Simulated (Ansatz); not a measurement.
# Ge3N: the cost of one run

Method: DFT PBE, scalar-relativistic, plane waves, PAW, in Ansatz 0.2.0.

2 further runs of the same task are left out: 1 that didn't finish, 1 set aside as unsound or not needed. Runs told in other sessions of the task aren't counted.

## Step 1: Starting point

It takes space group R32 (No. 155, trigonal). The conventional cell has a = 6.205 Å, b = 6.205 Å, c = 7.595 Å, α = 90.00°, β = 90.00°, γ = 120.00°. Ge (site symmetry 2) has 2 N at 2.19 Å in its first shell of neighbours. N (site symmetry 32) is surrounded by 6 Ge at 2.19 Å.

Coordinates:

```
CELL_PARAMETERS angstrom
3.10245 1.79120 2.53156
-3.10245 1.79120 2.53156
0.00000 -3.58240 2.53156
ATOMIC_POSITIONS crystal
Ge 0.50000 0.00193 0.99807
Ge 0.00193 0.99807 0.50000
Ge 0.99807 0.50000 0.00193
N 0.00000 0.00000 0.00000
```

Recipe of the guess: species swapped into a database cell of ScF3 (R32, No. 155), with N on the Sc sites and Ge on the F sites. Its size is a rough estimate.

## Step 2: Probe: one point on a coarse mesh

Contents of input.yaml:

```yaml
crystal:
  lattice:
    - [3.1024459, 1.79119797, 2.53156116]
    - [-3.1024459, 1.79119797, 2.53156116]
    - [0.0, -3.58239595, 2.53156116]
  atoms:
    - { symbol: Ge, position: [0.5, 0.00193024, 0.99806976] }
    - { symbol: Ge, position: [0.00193024, 0.99806976, 0.5] }
    - { symbol: Ge, position: [0.99806976, 0.5, 0.00193024] }
    - { symbol: "N", position: [0.0, 0.0, 0.0] }
basis:
  ecutwfc: 420
kpoints:
  mp_grid: { grid: [6, 6, 6] }
hamiltonian:
  xc: pbe
scf:
  occupations: { method: gaussian, width: 0.1 }
  lower_state_search: "off"
output:
  forces: true
  stress: true
  eigenvalues: true
```

Run with:

```
$ ansatz run input.yaml --threads 1 --pin off --max-ram 2560MiB --backend cpu --events-out ev --progress --plain --runs-dir out
```

What time and memory should one allow on 1 thread of Intel Xeon at 2.70GHz, shared host?

About 5.3 s, with a peak of 0.35 GiB.
